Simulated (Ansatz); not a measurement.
# GaGe (F-43m) in Ansatz: equation of state

How stiff is GaGe in PBE, and what volume does it want? The cell is scaled to several volumes.

All numbers are computed with Ansatz 0.2.0; they aren't measurements. Logs are shortened: lines on timing, memory, paths and dates and some standing lists are left out, and cuts for length are marked.

## Step 1: The structure

The structure is cubic, space group F-43m (No. 216). The conventional cell has a = 5.796 Å, b = 5.796 Å, c = 5.796 Å, α = 90.00°, β = 90.00°, γ = 90.00°. Around Ge (site symmetry -43m) lie 4 Ga at 2.51 Å. Ga (site symmetry -43m) has 4 Ge at 2.51 Å as nearest neighbours.

The cell comes from a database or a generator and needn't be the stable form of this composition.

## Step 2: Single point, PBE, 22.87 Å³/atom (volume scaled by 0.94)

Contents of input.yaml:

```yaml
crystal:
  lattice:
    - [0.0, 2.8386877276, 2.8386877276]
    - [2.8386877276, 0.0, 2.8386877276]
    - [2.8386877276, 2.8386877276, 0.0]
  atoms:
    - { symbol: Ge, position: [0.0, 0.0, 0.0] }
    - { symbol: Ga, position: [0.25, 0.25, 0.25] }
hamiltonian:
  xc: pbe
  pseudopotentials: { kind: paw }
kpoints:
  mp_grid: { grid: [8, 8, 8] }
scf:
  occupations: { method: fermi_dirac, width: 0.05 }
output:
  forces: true
  stress: true
  eigenvalues: true
```

Potentials or basis: Ansatz PAW.

Launch:

```console
> ansatz run input.yaml --threads 2 --pin off --max-ram 5120MiB --backend cpu --events-out ev --progress --plain --runs-dir out
```

The program printed:

```text
Warning: RAYON_NUM_THREADS=2 ignored (pool sized by the plan → 2); use --threads N
Engine: ansatz 0.2.0, aarch64-unknown-linux-gnu
Pseudopotentials: kind: paw
Pseudopotential: Ge, paw, valence charge 14, recommended cutoff 420 eV (normal), Ge.paw.azcp
Pseudopotential: Ga, paw, valence charge 13, recommended cutoff 420 eV (normal), Ga.paw.azcp
Functional definition: PBE
  parameter kappa = 0.804
  parameter beta = 0.06672455060314922
  exchange = pbe_x(kappa = kappa, mu = beta*pi^2/3)
  correlation = pbe_c(beta = beta)
Crystal: 2 atoms, lattice volume = 45.749 Å³
Basis set: ecut = 420 eV, 893 PW (Γ), exchange–correlation on 54×54×54 points (8 copies of the dense FFT grid, shifted against one another)
Bands: 18, of which v1, the nominal top of the filled ones, is band 14 counted from 1 (13 counted from 0)
Symmetry: 24 space group operations
Space group: F-43m (ITA 216), of the structure as read, at distance tolerance 3.6e-5 Å
k-points: 29 of 512 (time reversal used)
Non-local potential: Ge, projectors of the file, l = 0: 2, l = 1: 2, l = 2: 3, l = 3: 1
Non-local potential: Ga, projectors of the file, l = 0: 2, l = 1: 2, l = 2: 3, l = 3: 1
PAW form: soft (Blöchl's): semilocal exchange-correlation on the pseudo side does not see the compensation charge
PAW one-centre angular grid: Ge, 590 points (default); XC on 64 Gauss nodes
PAW one-centre angular grid: Ga, 590 points (default); XC on 64 Gauss nodes
Initial density: superposition of atomic densities (neutral atoms: chi_scale 0, normalization atom), corrected by the library's trained network
Initial wavefunctions: pseudopotential atomic-orbital guess
Functional: x = pbe(κ = 0.804, μ = 0.2195149727645171), c = pbe(β = 0.06672455060314922)
SCF iter   1: F=—  HF=-8077.646018 eV  |F-HF|=—  |Δ(HF+E_count)|=         —  Δρ=1.47e-3  dr2=9.96e-4  ethr=1.77e-3  ⟨swp⟩=6.0  Hψ=2507  notcnv=0
preconditioner: auto → LDOS  [insulator: Δε(μ)=0.189 eV  Ē_g=20.731 eV  σ=0.050 eV  W_gap=0.63  n_scr=14 (ndim 8)  ℏωp=28.5 eV  f_vac=0.043  D(μ)=1.10/eV (n_scr^D=8)  ε∞_Penn≈2.9  β→1.0]
SCF iter   2: F=—  HF=-8077.646434 eV  |F-HF|=—  |Δ(HF+E_count)|=   4.15e-4  Δρ=1.81e-3  dr2=8.44e-4  ethr=3.69e-6  ⟨swp⟩=2.0  Hψ=1224  notcnv=0
SCF iter   3: F=—  HF=-8077.645666 eV  |F-HF|=—  |Δ(HF+E_count)|=   7.68e-4  Δρ=4.00e-4  dr2=4.45e-5  ethr=3.13e-6  ⟨swp⟩=2.0  Hψ=903  notcnv=0
SCF iter   4: F=—  HF=-8077.645631 eV  |F-HF|=—  |Δ(HF+E_count)|=   3.51e-5  Δρ=1.72e-4  dr2=7.17e-6  ethr=1.65e-7  ⟨swp⟩=2.0  Hψ=758  notcnv=0
SCF iter   5: F=—  HF=-8077.645619 eV  |F-HF|=—  |Δ(HF+E_count)|=   1.20e-5  Δρ=5.99e-5  dr2=8.12e-7  ethr=2.66e-8  ⟨swp⟩=2.0  Hψ=903  notcnv=0
SCF iter   6: F=-8077.645619 eV  HF=-8077.645619 eV  |F-HF|=3.42e-8  |Δ(HF+E_count)|=   1.21e-7  Δρ=1.01e-5  dr2=2.70e-8  ethr=3.70e-10  ⟨swp⟩=3.2  Hψ=2185  notcnv=0
SCF 1 converged in 6 iterations: F = -8077.645619 eV  dr2 = 2.70e-8
SCF converged after 6 iterations
Free energy (F): -8077.645619 eV
Harris-Foulkes:  -8077.645619 eV  (|F-HF|=3.42e-8)
Internal energy: -8077.637121 eV  (E = F + TS)
E sigma→0 (E₀):  -8077.641370 eV
Entropy (-TS):   -0.008497 eV (-4.249 meV/atom)
Fermi energy:    7.027449 eV
--- Per-component energies (eV) ---
  E_band       = -222.980426
  E_kinetic    = 226.578622
  E_local      = -4554.556944  (includes V_loc(G=0)·N_el)
  E_nonlocal   = 839.731149
  E_hartree    = 2052.406679
  E_xc         = -144.896759
  E_vxc        = -122.724700  (∫ρ·V_xc dr)
  E_paw        = -4004.483721  (= ΣΔE_a)
  E_vpaw       = -716.820343  (= ΣTr[D̂ρ^β])
  E_aug_tail   = 0.000119  (compensation charges beyond the density's cutoff)
  E_ewald      = -2492.416267
  E_smearing   = -0.008497  (= −TS)
  E_closure    = -0.000000  (closes the sum)
  Σ components = -8077.645619   (vs F -8077.645619, Δ=0.00e0)
--- Forces (eV/Å), atoms counted from 1 ---
  atom   1  Ge     0.00000000    -0.00000000    -0.00000000
  atom   2  Ga    -0.00000000     0.00000000    -0.00000000
  max |Σ_I F_I| component: 1.06e-16 eV/Å
--- Stress (GPa, compression-positive) ---
        3.767632      -0.000000       0.000000
       -0.000000       3.767632      -0.000000
       -0.000000      -0.000000       3.767632
  P = ⅓ Tr σ = 3.7676 GPa (37.676 kbar)
--- Band table (eV; the first three rows and the last of 29) ---
  k-point 0: bands = ["-16.8941", "-16.8941", "-16.8941", "-16.8709", "-16.8709", "-7.3221", "-7.3221", "-7.3221", "-7.2507", "-7.2507", "-3.8541", "8.8459", "8.8459", "8.8459", "9.7116", "11.5281", "11.5281", "11.5281"]
  k-point 1: bands = ["-16.8941", "-16.8936", "-16.8936", "-16.8708", "-16.8708", "-7.3273", "-7.3188", "-7.3188", "-7.2510", "-7.2510", "-3.6592", "6.7810", "8.5154", "8.5154", "10.3126", "11.9684", "11.9684", "12.4919"]
  k-point 2: bands = ["-16.8940", "-16.8925", "-16.8925", "-16.8704", "-16.8704", "-7.3398", "-7.3117", "-7.3117", "-7.2511", "-7.2511", "-3.0945", "4.3816", "7.9682", "7.9682", "9.8777", "12.5443", "12.5443", "14.5857"]
  k-point 28: bands = ["-16.8936", "-16.8920", "-16.8872", "-16.8716", "-16.8681", "-7.3696", "-7.2927", "-7.2828", "-7.2603", "-7.2498", "-0.4794", "1.2440", "4.7090", "4.8205", "12.9970", "13.1698", "13.4890", "13.6460"]
```

Run time: 2 s. Hardware: 2 threads of Arm Neoverse N1, shared host; peak memory 0.32 GiB.

Results:

```yaml
Free_energy: -8077.6456 eV
Pressure: 3.8 GPa
Band_gap_on_the_k_mesh: none (metal or under the smearing width)
```

## Step 3: Single point, PBE, 23.36 Å³/atom (volume scaled by 0.96)

input.yaml, as its differences from that of step 2:

```diff
@@ -2,5 +2,5 @@
   lattice:
-    - [0.0, 2.8386877276, 2.8386877276]
-    - [2.8386877276, 0.0, 2.8386877276]
-    - [2.8386877276, 2.8386877276, 0.0]
+    - [0.0, 2.8586791449, 2.8586791449]
+    - [2.8586791449, 0.0, 2.8586791449]
+    - [2.8586791449, 2.8586791449, 0.0]
   atoms:
```

Potentials or basis: Ansatz PAW.

Launch:

```console
> ansatz run input.yaml --threads 2 --pin off --max-ram 5120MiB --backend cpu --events-out ev --progress --plain --runs-dir out
```

It took 2.1 s on 2 threads of Arm Neoverse N1, shared host; peak memory 0.33 GiB.

It converged, with:

* Free energy: -8077.6645 eV
* Pressure: 2.5 GPa
* Band gap on the k mesh: none (metal or under the smearing width)

## Step 4: Single point, PBE, 23.85 Å³/atom (volume scaled by 0.98)

input.yaml, as its differences from that of step 3:

```diff
@@ -2,5 +2,5 @@
   lattice:
-    - [0.0, 2.8586791449, 2.8586791449]
-    - [2.8586791449, 0.0, 2.8586791449]
-    - [2.8586791449, 2.8586791449, 0.0]
+    - [0.0, 2.8783947965, 2.8783947965]
+    - [2.8783947965, 0.0, 2.8783947965]
+    - [2.8783947965, 2.8783947965, 0.0]
   atoms:
@@ -19 +19,5 @@
   eigenvalues: true
+  write_density: true
+  write_potential: true
+  elf: true
+  volumetric_format: npy
```

Potentials or basis: Ansatz PAW.

Launch:

```console
> ansatz run input.yaml --threads 2 --pin off --max-ram 5120MiB --backend cpu --events-out ev --progress --plain --runs-dir out
```

The program printed:

```text
Warning: RAYON_NUM_THREADS=2 ignored (pool sized by the plan → 2); use --threads N
[... 9 set-up lines as earlier in the session ...]
Crystal: 2 atoms, lattice volume = 47.696 Å³
Basis set: ecut = 420 eV, 941 PW (Γ), exchange–correlation on 60×60×60 points (8 copies of the dense FFT grid, shifted against one another)
Bands: 18, of which v1, the nominal top of the filled ones, is band 14 counted from 1 (13 counted from 0)
[... 2 set-up lines as earlier in the session ...]
k-points: 29 of 512 (time reversal used)
[... 8 set-up lines as earlier in the session ...]
SCF iter   1: F=—  HF=-8077.676054 eV  |F-HF|=—  |Δ(HF+E_count)|=         —  Δρ=1.53e-3  dr2=1.16e-3  ethr=1.77e-3  ⟨swp⟩=6.0  Hψ=2496  notcnv=0
preconditioner: auto → LDOS  [insulator: Δε(μ)=0.287 eV  Ē_g=20.549 eV  σ=0.050 eV  W_gap=0.68  n_scr=14 (ndim 8)  ℏωp=27.9 eV  f_vac=0.052  D(μ)=1.08/eV (n_scr^D=8)  ε∞_Penn≈2.8  β→1.0]
SCF iter   2: F=—  HF=-8077.676524 eV  |F-HF|=—  |Δ(HF+E_count)|=   4.71e-4  Δρ=1.73e-3  dr2=8.23e-4  ethr=4.31e-6  ⟨swp⟩=2.0  Hψ=1228  notcnv=0
SCF iter   3: F=—  HF=-8077.675820 eV  |F-HF|=—  |Δ(HF+E_count)|=   7.04e-4  Δρ=4.95e-4  dr2=6.62e-5  ethr=3.05e-6  ⟨swp⟩=2.0  Hψ=904  notcnv=0
SCF iter   4: F=—  HF=-8077.675761 eV  |F-HF|=—  |Δ(HF+E_count)|=   5.96e-5  Δρ=1.77e-4  dr2=7.81e-6  ethr=2.45e-7  ⟨swp⟩=2.0  Hψ=753  notcnv=0
SCF iter   5: F=—  HF=-8077.675747 eV  |F-HF|=—  |Δ(HF+E_count)|=   1.38e-5  Δρ=6.03e-5  dr2=9.04e-7  ethr=2.89e-8  ⟨swp⟩=2.0  Hψ=901  notcnv=0
SCF iter   6: F=-8077.675747 eV  HF=-8077.675747 eV  |F-HF|=3.52e-8  |Δ(HF+E_count)|=   1.56e-7  Δρ=1.06e-5  dr2=3.01e-8  ethr=3.70e-10  ⟨swp⟩=6.1  Hψ=3191  notcnv=0
SCF 1 converged in 6 iterations: F = -8077.675747 eV  dr2 = 3.01e-8
SCF converged after 6 iterations
Free energy (F): -8077.675747 eV
Harris-Foulkes:  -8077.675747 eV  (|F-HF|=3.52e-8)
Internal energy: -8077.667315 eV  (E = F + TS)
E sigma→0 (E₀):  -8077.671531 eV
Entropy (-TS):   -0.008431 eV (-4.216 meV/atom)
Fermi energy:    6.569709 eV
--- Per-component energies (eV) ---
  E_band       = -234.672268
  E_kinetic    = 225.605791
  E_local      = -4610.939469  (includes V_loc(G=0)·N_el)
  E_nonlocal   = 839.613535
  E_hartree    = 2075.005859
  E_xc         = -144.344498
  E_vxc        = -121.976436  (∫ρ·V_xc dr)
  E_paw        = -4004.575090  (= ΣΔE_a)
  E_vpaw       = -716.985267  (= ΣTr[D̂ρ^β])
  E_aug_tail   = 0.000276  (compensation charges beyond the density's cutoff)
  E_ewald      = -2458.033720
  E_smearing   = -0.008431  (= −TS)
  E_closure    = -0.000000  (closes the sum)
  Σ components = -8077.675747   (vs F -8077.675747, Δ=0.00e0)
--- Forces (eV/Å), atoms counted from 1 ---
  atom   1  Ge     0.00000000    -0.00000000     0.00000000
  atom   2  Ga    -0.00000000    -0.00000000     0.00000000
  max |Σ_I F_I| component: 1.30e-16 eV/Å
--- Stress (GPa, compression-positive) ---
        1.281299       0.000000       0.000000
        0.000000       1.281299      -0.000000
        0.000000      -0.000000       1.281299
  P = ⅓ Tr σ = 1.2813 GPa (12.813 kbar)
--- Band table (eV; the first three rows and the last of 29) ---
  k-point 0: bands = ["-17.3572", "-17.3572", "-17.3572", "-17.3370", "-17.3370", "-7.7559", "-7.7559", "-7.7559", "-7.6926", "-7.6926", "-4.0745", "8.2987", "8.2987", "8.2987", "8.8329", "10.9772", "10.9772", "10.9772"]
  k-point 1: bands = ["-17.3572", "-17.3568", "-17.3568", "-17.3369", "-17.3369", "-7.7603", "-7.7530", "-7.7530", "-7.6929", "-7.6929", "-3.8880", "6.2237", "7.9879", "7.9879", "9.5891", "11.3950", "11.3950", "11.8169"]
  k-point 2: bands = ["-17.3571", "-17.3558", "-17.3558", "-17.3365", "-17.3365", "-7.7708", "-7.7468", "-7.7468", "-7.6929", "-7.6929", "-3.3491", "3.9224", "7.4669", "7.4669", "9.2036", "11.9582", "11.9582", "13.8208"]
  k-point 28: bands = ["-17.3569", "-17.3553", "-17.3513", "-17.3375", "-17.3346", "-7.7969", "-7.7305", "-7.7212", "-7.7011", "-7.6915", "-0.8894", "0.8737", "4.3677", "4.4801", "12.4294", "12.4606", "12.8125", "13.0832"]
```

rho_z.tsv:

```text
# z_ang	rho[e/angstrom^3]
# format = ansatz-planar-average/11
# lattice	0.000000000	2.878394796	2.878394796
# lattice	2.878394796	0.000000000	2.878394796
# lattice	2.878394796	2.878394796	0.000000000
# sites	2
# site	32	0.000000000	0.000000000	0.000000000
# site	31	1.439197398	1.439197398	1.439197398
0.000000	1.403584e0
0.135689	1.292067e0
0.271378	1.015279e0
0.407066	7.817189e-1
0.542755	7.238617e-1
0.678444	8.622840e-1
[... 22 lines left out ...]
3.799287	8.991871e-1
3.934976	1.238534e0
```

It took 3.1 s on 2 threads of Arm Neoverse N1, shared host; peak memory 0.33 GiB.

Results:

* Free energy: -8077.6757 eV
* Pressure: 1.3 GPa
* Band gap on the k mesh: none (metal or under the smearing width)

## Step 5: Single point, PBE, 24.33 Å³/atom

input.yaml, as its differences from that of step 4:

```diff
@@ -2,5 +2,5 @@
   lattice:
-    - [0.0, 2.8783947965, 2.8783947965]
-    - [2.8783947965, 0.0, 2.8783947965]
-    - [2.8783947965, 2.8783947965, 0.0]
+    - [0.0, 2.897844, 2.897844]
+    - [2.897844, 0.0, 2.897844]
+    - [2.897844, 2.897844, 0.0]
   atoms:
```

Launch:

```console
> ansatz run input.yaml --threads 2 --pin off --max-ram 5120MiB --backend cpu --events-out ev --progress --plain --runs-dir out
```

It took 3.3 s on 2 threads of Arm Neoverse N1, shared host; peak memory 0.33 GiB.

The run converged. Its results:

* Free energy: -8077.6803 eV
* Pressure: 0.2 GPa
* Band gap on the k mesh: none (metal or under the smearing width)

## Step 6: Single point, PBE, 24.82 Å³/atom (volume scaled by 1.02)

Contents of input.yaml:

```yaml
crystal:
  lattice:
    - [0.0, 2.9170355792, 2.9170355792]
    - [2.9170355792, 0.0, 2.9170355792]
    - [2.9170355792, 2.9170355792, 0.0]
  atoms:
    - { symbol: Ge, position: [0.0, 0.0, 0.0] }
    - { symbol: Ga, position: [0.25, 0.25, 0.25] }
hamiltonian:
  xc: pbe
  pseudopotentials: { kind: paw }
kpoints:
  mp_grid: { grid: [8, 8, 8] }
scf:
  occupations: { method: fermi_dirac, width: 0.05 }
output:
  forces: true
  stress: true
  eigenvalues: true
```

Potentials or basis: Ansatz PAW.

Launch:

```console
> ansatz run input.yaml --threads 2 --pin off --max-ram 5120MiB --backend cpu --events-out ev --progress --plain --runs-dir out
```

It took 2.3 s on 2 threads of Arm Neoverse N1, shared host; peak memory 0.33 GiB.

Results (log left out):

| Property | Result |
| --- | --- |
| Free energy | -8077.6788 eV |
| Pressure | -0.7 GPa |
| Band gap on the k mesh | none (metal or under the smearing width) |

## Step 7: Single point, PBE, 25.31 Å³/atom (volume scaled by 1.04)

input.yaml, as its differences from that of step 6:

```diff
@@ -2,5 +2,5 @@
   lattice:
-    - [0.0, 2.9170355792, 2.9170355792]
-    - [2.9170355792, 0.0, 2.9170355792]
-    - [2.9170355792, 2.9170355792, 0.0]
+    - [0.0, 2.9359778994, 2.9359778994]
+    - [2.9359778994, 0.0, 2.9359778994]
+    - [2.9359778994, 2.9359778994, 0.0]
   atoms:
```

Launch:

```console
> ansatz run input.yaml --threads 2 --pin off --max-ram 5120MiB --backend cpu --events-out ev --progress --plain --runs-dir out
```

It took 2.5 s on 2 threads of Arm Neoverse N1, shared host; peak memory 0.33 GiB.

It converged, with:

- Free energy: -8077.6719 eV
- Pressure: -1.5 GPa
- Band gap on the k mesh: none (metal or under the smearing width)

## Step 8: Single point, PBE, 25.79 Å³/atom (volume scaled by 1.06)

input.yaml, as its differences from that of step 7:

```diff
@@ -2,5 +2,5 @@
   lattice:
-    - [0.0, 2.9359778994, 2.9359778994]
-    - [2.9359778994, 0.0, 2.9359778994]
-    - [2.9359778994, 2.9359778994, 0.0]
+    - [0.0, 2.9546788998, 2.9546788998]
+    - [2.9546788998, 0.0, 2.9546788998]
+    - [2.9546788998, 2.9546788998, 0.0]
   atoms:
```

Launch:

```console
> ansatz run input.yaml --threads 2 --pin off --max-ram 5120MiB --backend cpu --events-out ev --progress --plain --runs-dir out
```

Run time: 2.5 s. Hardware: 2 threads of Arm Neoverse N1, shared host; peak memory 0.33 GiB.

The run converged. Its results:

```yaml
Free_energy: -8077.6602 eV
Pressure: -2.3 GPa
Band_gap_on_the_k_mesh: none (metal or under the smearing width)
```

## Step 9: Equation of state, PBE

Potentials or basis: Ansatz PAW.

No new run: the results of the series are fitted here.

What came out:

| Item | Value |
| --- | --- |
| Equilibrium volume | 24.45 Å³/atom |
| Bulk modulus | 48 GPa |
| Pressure derivative of the bulk modulus | 4.7 |

Energy against volume, from the lowest point:
```csv
volume (Å³/atom),energy (meV/atom)
22.875,17.33
23.361,7.91
23.848,2.26
24.335,0.00
24.821,0.75
25.308,4.18
25.795,10.01
```
